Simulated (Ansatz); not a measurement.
# F2GaH6NSi2: the cost of one run

Computed with Ansatz 0.2.0, Gaussian basis. Level: the settings change from run to run.

## 1. The molecule

An earlier PBE0-D4 in a triple-zeta def2 set relaxation fixed the geometry.

12 atoms, charge 0, spin multiplicity 1.

Atoms are counted from 1 here; the program's logs count them from 0.

Bond lengths: F1–Ga2 1.739 Å, Ga2–F3 1.734 Å, Ga2–N4 1.811 Å, N4–Si5 1.744 Å, N4–Si6 1.746 Å, Si5–H7 1.486 Å, Si5–H8 1.484 Å, Si5–H9 1.486 Å, Si6–H10 1.487 Å, Si6–H11 1.485 Å, Si6–H12 1.485 Å. Angles: F1–Ga2–F3 115.6°, F1–Ga2–N4 119.5°, F3–Ga2–N4 124.9°, Ga2–N4–Si5 120.9°, Ga2–N4–Si6 119.8°, Si5–N4–Si6 119.2°, N4–Si5–H7 110.5°, N4–Si5–H8 108.1°, N4–Si5–H9 110.4°, H7–Si5–H8 109.8°, H7–Si5–H9 108.3°, H8–Si5–H9 109.8°, N4–Si6–H10 106.5°, N4–Si6–H11 111.3°, N4–Si6–H12 111.1°, H10–Si6–H11 109.4°, H10–Si6–H12 109.6°, H11–Si6–H12 108.9°.

## 2. MP2/cc-pVTZ

in.yaml

```yaml
crystal:
  periodic: [false, false, false]
  atoms:
    - {symbol: F, position_ang: [-3.070104, 0.577520, 0.466476]}
    - {symbol: Ga, position_ang: [-1.837470, -0.566645, 0.023022]}
    - {symbol: F, position_ang: [-2.399604, -2.159936, -0.368176]}
    - {symbol: N, position_ang: [-0.104300, -0.042819, -0.002960]}
    - {symbol: Si, position_ang: [1.164307, -1.161639, -0.428023]}
    - {symbol: Si, position_ang: [0.311496, 1.603392, 0.405734]}
    - {symbol: H, position_ang: [1.894820, -0.686871, -1.632088]}
    - {symbol: H, position_ang: [0.542469, -2.480066, -0.705488]}
    - {symbol: H, position_ang: [2.137621, -1.289557, 0.687984]}
    - {symbol: H, position_ang: [1.784441, 1.721443, 0.238540]}
    - {symbol: H, position_ang: [-0.053230, 1.918814, 1.809993]}
    - {symbol: H, position_ang: [-0.370446, 2.566375, -0.495026]}
basis:
  gaussian: {orbitals: cc-pVTZ}
hamiltonian: {xc: {name: HF}}
correlation: {method: mp2}
```

The run is started by

```console
ansatz run in.yaml --threads 4 --pin off --events-out ev --progress --plain --max-ram 11315MiB
```

Q: Estimate wall time and peak memory on 4 threads of Arm Neoverse V1, shared host.

About 6.5 s, with a peak of 0.87 GiB.
